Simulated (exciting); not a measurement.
# ZrIn (P4/mmm) in exciting: reference runs

How does ZrIn come out in PBEsol? The cell is run as given, and energy against volume gives the equilibrium volume and stiffness.

Everything below comes from runs of exciting (release sodium). Logs are shortened: lines on timing, memory, paths and dates and some standing lists are left out, and cuts for length are marked.

**1. The structure**

The structure is tetragonal, space group P4/mmm (No. 123). The conventional cell has a = 3.141 Å, b = 3.141 Å, c = 4.454 Å, α = 90.00°, β = 90.00°, γ = 90.00°. Around In (site symmetry 4/mmm) lie 4 In at 3.14 Å and 8 Zr at 3.15 Å. Zr (site symmetry 4/mmm) is surrounded by 4 Zr at 3.14 Å and 8 In at 3.15 Å.

The cell comes from a database or a generator and needn't be the stable form of this composition.

**2. Single point, PBEsol**

input.xml

```xml
<input>
  <title>ZrIn</title>
  <structure speciespath="./" tshift="false">
    <crystal scale="1">
      <basevect>5.934966765936 0.000000000000 0.000000000000</basevect>
      <basevect>0.000000000000 5.934966765936 0.000000000000</basevect>
      <basevect>0.000000000000 0.000000000000 8.417030492298</basevect>
    </crystal>
    <species speciesfile="In.xml" rmt="2.3">
      <atom coord="0.500000000000 0.500000000000 0.500000000000"/>
    </species>
    <species speciesfile="Zr.xml" rmt="2.3">
      <atom coord="0.000000000000 0.000000000000 0.000000000000"/>
    </species>
  </structure>
  <groundstate do="fromscratch" ngridk="9 9 6" rgkmax="9" gmaxvr="14" lmaxapw="10" lmaxmat="10" lmaxvr="8" xctype="GGA_PBE_SOL" stype="Fermi Dirac" swidth="0.00183747" nempty="14" ValenceRelativity="iora*" epsengy="1e-05" epspot="1e-05" maxscl="60" tforce="true" outputlevel="normal"/>
</input>
```

Potentials or basis: all-electron LAPW+lo, shipped species files, valence relativity iora*.

Command:

```console
> OMP_NUM_THREADS=1 exciting_smp
```

INFO.OUT:

```text
================================================================================
EXCITING SODIUM started
All units are atomic (Hartree, Bohr, etc.)
================================================================================

********************************************************************************
* Ground-state run starting from atomic densities                              *
********************************************************************************

++++++++++++++++++++++++++++++++++++++++++++++++++++++++++++++++++++++++++++++++
+ Starting initialization                                                      +
++++++++++++++++++++++++++++++++++++++++++++++++++++++++++++++++++++++++++++++++

 Lattice vectors (cartesian) :
      5.9349667659      0.0000000000      0.0000000000
      0.0000000000      5.9349667659      0.0000000000
      0.0000000000      0.0000000000      8.4170304923

 Reciprocal lattice vectors (cartesian) :
      1.0586723658      0.0000000000      0.0000000000
      0.0000000000      1.0586723658      0.0000000000
      0.0000000000      0.0000000000      0.7464847980

 Unit cell volume                           :     296.4800554815
 Brillouin zone volume                      :       0.8366505903

 Species :    1 (In)
     parameters loaded from                 :    In.xml
     name                                   :    indium
     nuclear charge                         :     -49.00000000
     electronic charge                      :      49.00000000
     atomic mass                            :  209300.41010000
     muffin-tin radius                      :       2.30000000
     # of radial points in muffin-tin       :     400

     atomic positions (lattice) :
       1 :   0.50000000  0.50000000  0.50000000

 Species :    2 (Zr)
     parameters loaded from                 :    Zr.xml
     name                                   :    zirconium
     nuclear charge                         :     -40.00000000
     electronic charge                      :      40.00000000
     atomic mass                            :  166291.17910000
     muffin-tin radius                      :       2.30000000
     # of radial points in muffin-tin       :     400

     atomic positions (lattice) :
       1 :   0.00000000  0.00000000  0.00000000

 Total number of atoms per unit cell        :       2

 Spin treatment                             :    spin-unpolarised

 Number of Bravais lattice symmetries       :      16
 Number of crystal symmetries               :      16

 k-point grid                               :       9    9    6
 Total number of k-points                   :      60
 k-point set is reduced with crystal symmetries

 R^MT_min * |G+k|_max (rgkmax)              :       9.00000000
 Species with R^MT_min                      :       1 (In)
 Maximum |G+k| for APW functions            :       3.91304348
 Maximum |G| for potential and density      :      14.00000000

 G-vector grid sizes                        :      27    27    40
 Total number of G-vectors                  :   13741

 Maximum angular momentum used for
     APW functions                          :      10
     computing H and O matrix elements      :      10
     potential and density                  :       8
     inner part of muffin-tin               :       2

 Total nuclear charge                       :     -89.00000000
 Total electronic charge                    :      89.00000000
 Total core charge                          :      58.00000000
 Total valence charge                       :      31.00000000

 Number of empty states                     :      14
 Total number of valence states             :      30

 Maximum Hamiltonian size                   :     349
 Maximum number of plane-waves              :     319
 Total number of local-orbitals             :      30

 Exchange-correlation type                  :      22
     PBEsol, Phys. Rev. Lett. 100, 136406 (2008)
     Generalised gradient approximation (GGA)

[... 38 lines left out ...]
 Total energy                               :     -9477.81336556
 _______________________________________________________________
 Fermi energy                               :         0.34176127
 Kinetic energy                             :      9893.93525971
 Coulomb energy                             :    -19102.09015496
 Exchange energy                            :      -264.34292778
 Correlation energy                         :        -5.31554253

 DOS at Fermi energy (states/Ha/cell)       :        40.14634460

 Electron charges :
     core                                   :        58.00000000
     core leakage                           :         0.00072490
     valence                                :        31.00000000
     interstitial                           :         5.02403874
     charge in muffin-tin spheres :
                  atom     1    In          :        46.74754628
                  atom     2    Zr          :        37.22841499
     total charge in muffin-tins            :        83.97596126
     total charge                           :        89.00000000

 RMS change in effective potential (target) :  0.657593E-08  ( 0.100000E-04)
 Absolute change in total energy   (target) :  0.198249E-05  ( 0.100000E-04)
 Charge distance                   (target) :  0.220893E-08  ( 0.100000E-04)
 Abs. change in max-nonIBS-force   (target) :   0.00000      ( 0.500000E-04)

++++++++++++++++++++++++++++++++++++++++++++++++++++++++++++++++++++++++++++++++
| Convergency criteria checked for the last 2 iterations                       +
| Convergence targets achieved. Performing final SCF iteration                 +
++++++++++++++++++++++++++++++++++++++++++++++++++++++++++++++++++++++++++++++++
 Total energy                               :     -9477.81336610
 _______________________________________________________________
 Fermi energy                               :         0.34176127
 Kinetic energy                             :      9893.93525944
 Coulomb energy                             :    -19102.09015521
 Exchange energy                            :      -264.34292780
 Correlation energy                         :        -5.31554253

 DOS at Fermi energy (states/Ha/cell)       :        40.14634279

 Electron charges :
     core                                   :        58.00000000
     core leakage                           :         0.00072490
     valence                                :        31.00000000
     interstitial                           :         5.02403872
     charge in muffin-tin spheres :
                  atom     1    In          :        46.74754626
                  atom     2    Zr          :        37.22841502
     total charge in muffin-tins            :        83.97596128
     total charge                           :        89.00000000

++++++++++++++++++++++++++++++++++++++++++++++++++++++++++++++++++++++++++++++++
+ Self-consistent loop stopped                                                 +
++++++++++++++++++++++++++++++++++++++++++++++++++++++++++++++++++++++++++++++++
 STATE.OUT is written

--------------------------------------------------------------------------------
- Writing atomic positions and forces                                          -
--------------------------------------------------------------------------------

 Atomic positions (lattice) :
 atom     1  In  :     0.50000000    0.50000000    0.50000000
 atom     2  Zr  :     0.00000000    0.00000000    0.00000000

 Total atomic forces including IBS (cartesian) :
 atom     1  In  :    -0.00000000    0.00000000    0.00000000
 atom     2  Zr  :     0.00000000    0.00000000    0.00000000

 Atomic force components including IBS (cartesian) :
 atom     1  In  :     0.00000000    0.00000000    0.00000000   HF force
                 :    -0.00000000   -0.00000000    0.00000000   core correction
                 :     0.00000000   -0.00000000    0.00000000   IBS correction
 atom     2  Zr  :     0.00000000   -0.00000000    0.00000000   HF force
                 :     0.00000000    0.00000000    0.00000000   core correction
                 :    -0.00000000    0.00000000    0.00000000   IBS correction

********************************************************************************
* Groundstate module stopped                                                   *
********************************************************************************

--------------------------------------------------------------------------------
- CAUTION! Warnings have been written in file WARNING.OUT !                    -
--------------------------------------------------------------------------------
================================================================================
| EXCITING SODIUM stopped                                                      =
================================================================================
```

It took 2.4 min on 1 thread of Arm Neoverse V1, shared host; peak memory 0.14 GiB.

What came out:

```yaml
Free_energy: -257904.4521 eV
Band_gap_on_the_k_mesh: none (metal or under the smearing width)
All_electrons_inside_the_program's_atomic_spheres: In 46.75; Zr 37.23 (radii In 2.3, Zr 2.3 bohr)
```

Levels at points of the mesh, in eV from the Fermi level:
```csv
k point,band 12,band 13,band 14,band 15,band 16,band 17,band 18,band 19,band 20,band 21
"(0.00, 0.00, 0.00)",-13.97,-8.85,-1.67,-1.02,-0.22,2.90,2.90,4.40,6.51,6.51
"(0.00, 0.00, 0.50)",-13.96,-7.47,-4.88,-1.04,0.59,1.87,1.87,4.37,9.31,9.42
```

Caveat: the log's total energy holds no entropy term; the free energy is that total less TS from the occupations.

**3. Equation of state, PBEsol, 20.65 Å³/atom (volume scaled by 0.94)**

input.xml

```xml
<input>
  <title>ZrIn</title>
  <structure speciespath="./" tshift="false">
    <crystal scale="1">
      <basevect>5.813810999627 0.000000000000 0.000000000000</basevect>
      <basevect>0.000000000000 5.813810999627 0.000000000000</basevect>
      <basevect>0.000000000000 0.000000000000 8.245206146830</basevect>
    </crystal>
    <species speciesfile="In.xml" rmt="2.3">
      <atom coord="0.500000000000 0.500000000000 0.500000000000"/>
    </species>
    <species speciesfile="Zr.xml" rmt="2.3">
      <atom coord="0.000000000000 0.000000000000 0.000000000000"/>
    </species>
  </structure>
  <groundstate do="fromscratch" ngridk="9 9 6" rgkmax="9" gmaxvr="14" lmaxapw="10" lmaxmat="10" lmaxvr="8" xctype="GGA_PBE_SOL" stype="Fermi Dirac" swidth="0.00183747" nempty="14" ValenceRelativity="iora*" epsengy="1e-05" epspot="1e-05" maxscl="60" outputlevel="normal"/>
</input>
```

Potentials or basis: all-electron LAPW+lo, shipped species files, valence relativity iora*.

Command:

```console
> OMP_NUM_THREADS=1 exciting_smp
```

Wall time 2.1 min (1 thread of Arm Neoverse V1, shared host); peak memory 0.14 GiB.

The run converged. Its results:

- Free energy: -257904.4550 eV
- Band gap on the k mesh: none (metal or under the smearing width)
- All electrons inside the program's atomic spheres: In 46.79; Zr 37.28 (radii In 2.3, Zr 2.3 bohr)

Caveat: the log's total energy holds no entropy term; the free energy is that total less TS from the occupations.

**4. Equation of state, PBEsol, 21.09 Å³/atom (volume scaled by 0.96)**

Edit input.xml of step 3 so:

```diff
@@ -4,5 +4,5 @@
     <crystal scale="1">
-      <basevect>5.813810999627 0.000000000000 0.000000000000</basevect>
-      <basevect>0.000000000000 5.813810999627 0.000000000000</basevect>
-      <basevect>0.000000000000 0.000000000000 8.245206146830</basevect>
+      <basevect>5.854754679653 0.000000000000 0.000000000000</basevect>
+      <basevect>0.000000000000 5.854754679653 0.000000000000</basevect>
+      <basevect>0.000000000000 0.000000000000 8.303272892085</basevect>
     </crystal>
```

Command:

```console
> OMP_NUM_THREADS=1 exciting_smp
```

Run time: 2.2 min. Hardware: 1 thread of Arm Neoverse V1, shared host; peak memory 0.14 GiB.

It converged, with:

```yaml
Free_energy: -257904.4660 eV
Band_gap_on_the_k_mesh: none (metal or under the smearing width)
All_electrons_inside_the_program's_atomic_spheres: In 46.77; Zr 37.26 (radii In 2.3, Zr 2.3 bohr)
```

Caveat: the log's total energy holds no entropy term; the free energy is that total less TS from the occupations.

**5. Equation of state, PBEsol, 21.53 Å³/atom (volume scaled by 0.98)**

Edit input.xml of step 4 so:

```diff
@@ -4,5 +4,5 @@
     <crystal scale="1">
-      <basevect>5.854754679653 0.000000000000 0.000000000000</basevect>
-      <basevect>0.000000000000 5.854754679653 0.000000000000</basevect>
-      <basevect>0.000000000000 0.000000000000 8.303272892085</basevect>
+      <basevect>5.895133574019 0.000000000000 0.000000000000</basevect>
+      <basevect>0.000000000000 5.895133574019 0.000000000000</basevect>
+      <basevect>0.000000000000 0.000000000000 8.360538652544</basevect>
     </crystal>
```

Command:

```console
> OMP_NUM_THREADS=1 exciting_smp
```

Run time: 2.2 min. Hardware: 1 thread of Arm Neoverse V1, shared host; peak memory 0.14 GiB.

The run converged. Its results:

* Free energy: -257904.4639 eV
* Band gap on the k mesh: none (metal or under the smearing width)
* All electrons inside the program's atomic spheres: In 46.76; Zr 37.25 (radii In 2.3, Zr 2.3 bohr)

Caveat: the log's total energy holds no entropy term; the free energy is that total less TS from the occupations.

**6. Equation of state, PBEsol, 21.97 Å³/atom**

Edit input.xml of step 5 so:

```diff
@@ -4,5 +4,5 @@
     <crystal scale="1">
-      <basevect>5.895133574019 0.000000000000 0.000000000000</basevect>
-      <basevect>0.000000000000 5.895133574019 0.000000000000</basevect>
-      <basevect>0.000000000000 0.000000000000 8.360538652544</basevect>
+      <basevect>5.934966765936 0.000000000000 0.000000000000</basevect>
+      <basevect>0.000000000000 5.934966765936 0.000000000000</basevect>
+      <basevect>0.000000000000 0.000000000000 8.417030492298</basevect>
     </crystal>
```

Potentials or basis: all-electron LAPW+lo, shipped species files, valence relativity iora*.

Command:

```console
> OMP_NUM_THREADS=1 exciting_smp
```

Run time: 2.3 min. Hardware: 1 thread of Arm Neoverse V1, shared host; peak memory 0.14 GiB.

It converged, with:

```yaml
Free_energy: -257904.4521 eV
Band_gap_on_the_k_mesh: none (metal or under the smearing width)
All_electrons_inside_the_program's_atomic_spheres: In 46.75; Zr 37.23 (radii In 2.3, Zr 2.3 bohr)
```

Caveat: the log's total energy holds no entropy term; the free energy is that total less TS from the occupations.

**7. Equation of state, PBEsol, 22.41 Å³/atom (volume scaled by 1.02)**

Edit input.xml of step 6 so:

```diff
@@ -4,5 +4,5 @@
     <crystal scale="1">
-      <basevect>5.934966765936 0.000000000000 0.000000000000</basevect>
-      <basevect>0.000000000000 5.934966765936 0.000000000000</basevect>
-      <basevect>0.000000000000 0.000000000000 8.417030492298</basevect>
+      <basevect>5.974272327044 0.000000000000 0.000000000000</basevect>
+      <basevect>0.000000000000 5.974272327044 0.000000000000</basevect>
+      <basevect>0.000000000000 0.000000000000 8.472774040570</basevect>
     </crystal>
```

Command:

```console
> OMP_NUM_THREADS=1 exciting_smp
```

Run time: 2.5 min. Hardware: 1 thread of Arm Neoverse V1, shared host; peak memory 0.14 GiB.

It converged, with:

```
Free energy                                       : -257904.4297 eV
Band gap on the k mesh                            : none (metal or under the smearing width)
All electrons inside the program's atomic spheres : In 46.74; Zr 37.21 (radii In 2.3, Zr 2.3 bohr)
```

Caveat: the log's total energy holds no entropy term; the free energy is that total less TS from the occupations.

**8. Equation of state, PBEsol, 22.85 Å³/atom (volume scaled by 1.04)**

Edit input.xml of step 7 so:

```diff
@@ -4,5 +4,5 @@
     <crystal scale="1">
-      <basevect>5.974272327044 0.000000000000 0.000000000000</basevect>
-      <basevect>0.000000000000 5.974272327044 0.000000000000</basevect>
-      <basevect>0.000000000000 0.000000000000 8.472774040570</basevect>
+      <basevect>6.013067390355 0.000000000000 0.000000000000</basevect>
+      <basevect>0.000000000000 6.013067390355 0.000000000000</basevect>
+      <basevect>0.000000000000 0.000000000000 8.527793595456</basevect>
     </crystal>
```

Command:

```console
> OMP_NUM_THREADS=1 exciting_smp
```

It took 2.6 min on 1 thread of Arm Neoverse V1, shared host; peak memory 0.14 GiB.

The run converged. Its results:

- Free energy: -257904.3989 eV
- Band gap on the k mesh: none (metal or under the smearing width)
- All electrons inside the program's atomic spheres: In 46.72; Zr 37.20 (radii In 2.3, Zr 2.3 bohr)

Caveat: the log's total energy holds no entropy term; the free energy is that total less TS from the occupations.

**9. Equation of state, PBEsol, 23.28 Å³/atom (volume scaled by 1.06)**

Edit input.xml of step 8 so:

```diff
@@ -4,5 +4,5 @@
     <crystal scale="1">
-      <basevect>6.013067390355 0.000000000000 0.000000000000</basevect>
-      <basevect>0.000000000000 6.013067390355 0.000000000000</basevect>
-      <basevect>0.000000000000 0.000000000000 8.527793595456</basevect>
+      <basevect>6.051368215263 0.000000000000 0.000000000000</basevect>
+      <basevect>0.000000000000 6.051368215263 0.000000000000</basevect>
+      <basevect>0.000000000000 0.000000000000 8.582112216719</basevect>
     </crystal>
```

Potentials or basis: all-electron LAPW+lo, shipped species files, valence relativity iora*.

Command:

```console
> OMP_NUM_THREADS=1 exciting_smp
```

Wall time 2.5 min (1 thread of Arm Neoverse V1, shared host); peak memory 0.14 GiB.

It converged, with:

- Free energy: -257904.3596 eV
- Band gap on the k mesh: none (metal or under the smearing width)
- All electrons inside the program's atomic spheres: In 46.71; Zr 37.19 (radii In 2.3, Zr 2.3 bohr)

Caveat: the log's total energy holds no entropy term; the free energy is that total less TS from the occupations.

**10. Equation of state, PBEsol**

This step only gathers the single runs of the series.

What came out:

| Quantity | Value |
| --- | --- |
| Equilibrium volume | 21.25 Å³/atom |
| Bulk modulus at fixed shape and positions | 102 GPa |
| Pressure derivative of the bulk modulus | 3.9 (rough: it moves with the points fitted) |

Energy against volume, from the lowest point:
| volume (Å³/atom) | energy (meV/atom) |
| --- | --- |
| 20.649 | 5.50 |
| 21.088 | 0.00 |
| 21.528 | 1.05 |
| 21.967 | 6.96 |
| 22.406 | 18.13 |
| 22.846 | 33.54 |
| 23.285 | 53.18 |

Caveat: the cell was scaled at fixed shape and fractional positions, which overstates the stiffness of a crystal with free parameters, most of all of layers and chains.
